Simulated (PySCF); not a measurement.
# WClF5 (SMILES [F][W]([F])([F])([F])([F])[Cl]): levels of theory compared

Wanted: a comparison of 3 runs (HF/def2-SVP, BLYP/def2-SVP, PBE0/def2-SVP) of WClF5. Input form: a Python script.

The calculation is run with PySCF 2.14.0.

## 1. The system as given

WClF5 has 7 atoms, charge 0, and is taken as a singlet. SMILES: `[F][W]([F])([F])([F])([F])[Cl]`. The shape comes from GFN2-xTB, which is rough for such elements, and wasn't checked as a minimum.

Bond lengths: W1–Cl2 2.264 Å, W1–F3 1.847 Å, W1–F4 1.829 Å, W1–F5 1.829 Å, W1–F6 1.829 Å, W1–F7 1.829 Å. Some angles: Cl2–W1–F3 179.9°, Cl2–W1–F4 91.4°, Cl2–W1–F5 91.4°, Cl2–W1–F6 91.4°, Cl2–W1–F7 91.3°, F3–W1–F4 88.7°, F3–W1–F5 88.6°, F3–W1–F6 88.6°, F3–W1–F7 88.7°, F4–W1–F5 177.3°.

## 2. Energy and gradient at HF/def2-SVP (core potential) (run 1)

Input file input.py:

```python
from pyscf import gto, scf

molecule = gto.Mole()
molecule.atom = '''
W        0.000680      -0.000190      -0.034540
Cl      -0.017000      -0.010950       2.229030
F        0.013650       0.009910      -1.881760
F        1.829650       0.005700      -0.064100
F       -1.827660      -0.004480      -0.092420
F       -0.004600       1.828680      -0.070330
F        0.005270      -1.828670      -0.085890
'''
molecule.charge = 0
molecule.spin = 0
molecule.basis = 'def2-svp'
molecule.ecp = {'W': 'def2-svp'}
molecule.max_memory = 1860
molecule.verbose = 4
molecule.build()

mf = scf.RHF(molecule)
mf.conv_tol = 1e-10
mf.kernel()
if not mf.converged:
    mf = mf.newton().run(mf.mo_coeff, mf.mo_occ)

e_final = mf.e_tot
print(f'total energy: {e_final:.8f} hartree')
grad = mf.nuc_grad_method().kernel()
mf.analyze()
```

Launch:

```console
$ OMP_NUM_THREADS=1 python input.py
```

The program printed:

```text
PySCF version 2.14.0

[... 98 lines left out ...]
MO #10  energy= -8.09339719026109  occ= 2
[... 21 lines left out ...]
MO #32  energy= -0.703849045661465 occ= 2
[... 21 lines left out ...]
MO #54  energy= 0.722625087194087  occ= 0
[... 21 lines left out ...]
MO #76  energy= 1.56668946582315   occ= 0
[... 21 lines left out ...]
MO #98  energy= 3.37140458666947   occ= 0
[... 21 lines left out ...]
MO #120 energy= 575.746054985543   occ= 0
[... 130 lines left out ...]
Dipole moment(X, Y, Z, Debye): -0.00268, -0.01151,  1.15962
```

It took 52 s on 1 thread of Intel Xeon at 2.50GHz (Skylake/Cascade Lake), shared host; peak memory 0.32 GiB.

## 3. Energy and gradient at BLYP/def2-SVP (core potential) (run 2)

Input file job.py:

```python
import pyscf.grad
from pyscf import gto, dft

mol = gto.M(
    atom=[
    ('W', (0.000680, -0.000190, -0.034540)),
    ('Cl', (-0.017000, -0.010950, 2.229030)),
    ('F', (0.013650, 0.009910, -1.881760)),
    ('F', (1.829650, 0.005700, -0.064100)),
    ('F', (-1.827660, -0.004480, -0.092420)),
    ('F', (-0.004600, 1.828680, -0.070330)),
    ('F', (0.005270, -1.828670, -0.085890)),
],
    charge=0,
    max_memory=1860,
    verbose=4,
    basis='def2-svp',
    ecp={'W': 'def2-svp'},
)

mf = dft.RKS(mol)
mf.xc = 'blyp'
mf.grids.level = 5
mf.conv_tol = 1e-10
mf.kernel()
if not mf.converged:
    mf = mf.newton().run(mf.mo_coeff, mf.mo_occ)

energy = mf.e_tot
print('E = %.10f Eh' % energy)
grad = mf.Gradients().kernel()
dip = mf.dip_moment()
pop, q = mf.mulliken_pop()
```

Launch:

```console
$ OMP_NUM_THREADS=1 python job.py
```

The program printed:

```text
PySCF version 2.14.0

[... 85 lines left out ...]
converged SCF energy = -1026.21632179023
[... 15 lines left out ...]
Dipole moment(X, Y, Z, Debye): -0.00142, -0.00783,  0.75141
[... 128 lines left out ...]
charge of    6F =     -0.23426
```

Run time: 2 min. Hardware: 1 thread of Intel Xeon at 2.50GHz (Skylake/Cascade Lake), shared host; peak memory 1.2 GiB.

## 4. Energy and gradient at PBE0/def2-SVP (core potential) (run 3)

Input file calc.py:

```python
# WClF5
import pyscf.grad
from pyscf import gto, dft

molecule = gto.Mole()
molecule.atom = '''
W      0.001285    -0.000359    -0.065271
Cl    -0.032125    -0.020693     4.212256
F      0.025795     0.018727    -3.556011
F      3.457537     0.010771    -0.121131
F     -3.453777    -0.008466    -0.174648
F     -0.008693     3.455704    -0.132904
F      0.009959    -3.455685    -0.162309
'''
molecule.spin = 0
molecule.max_memory = 1860
molecule.verbose = 4
molecule.charge = 0
molecule.ecp = {'W': 'def2-svp'}
molecule.basis = 'def2-svp'
molecule.unit = 'bohr'
molecule.build()

mf = dft.RKS(molecule, xc='pbe0')
mf.grids.level = 5
mf.conv_tol = 1e-10
mf.kernel()
if not mf.converged:
    mf = mf.newton().run(mf.mo_coeff, mf.mo_occ)

e_final = mf.e_tot
print('Final energy', e_final)
grad = mf.Gradients().kernel()
mf.analyze()
```

Launch:

```console
$ OMP_NUM_THREADS=1 python calc.py
```

The program printed:

```text
PySCF version 2.14.0

[... 114 lines left out ...]
MO #10  energy= -7.31751473227571  occ= 2
[... 21 lines left out ...]
MO #32  energy= -0.492258702748154 occ= 2
[... 21 lines left out ...]
MO #54  energy= 0.54504935155397   occ= 0
[... 21 lines left out ...]
MO #76  energy= 1.28642480870803   occ= 0
[... 21 lines left out ...]
MO #98  energy= 3.00834221461154   occ= 0
[... 21 lines left out ...]
MO #120 energy= 575.790015428963   occ= 0
[... 130 lines left out ...]
Dipole moment(X, Y, Z, Debye): -0.00152, -0.00864,  0.82833
```

Run time: 2.1 min. Hardware: 1 thread of Intel Xeon at 2.50GHz (Skylake/Cascade Lake), shared host; peak memory 1.2 GiB.

## 5. The series

```tsv
run	level	integration grid	energy (Eh)	dipole moment (D)	HOMO energy (eV)	LUMO energy (eV)	wall time
1	HF/def2-SVP (core potential)	–	-1022.710383	1.16	-14.36	-2.07	52 s
2	BLYP/def2-SVP (core potential)	5	-1026.216322	0.75	-8.81	-5.11	2 min
3	PBE0/def2-SVP (core potential)	5	-1025.597739	0.83	-10.66	-4.90	2.1 min
```

## 6. What came out

```
                       quantity           value
            run 3: total energy  -1025.59774 Eh
           run 3: dipole moment          0.83 D
             run 3: HOMO energy       -10.66 eV
             run 3: LUMO energy        -4.90 eV
           run 3: HOMO–LUMO gap         5.76 eV
run 3: largest force on an atom      0.528 eV/Å
```

In words: The dipole moment (its size) runs from 0.75 D (BLYP/def2-SVP) to 1.16 D (HF/def2-SVP). The HOMO–LUMO gap runs from 3.70 eV (BLYP/def2-SVP) to 12.30 eV (HF/def2-SVP). Exact exchange widens orbital gaps. Totals of different functionals can't be ranked against each other. All runs together took 4.9 min, the longest 2.1 min.
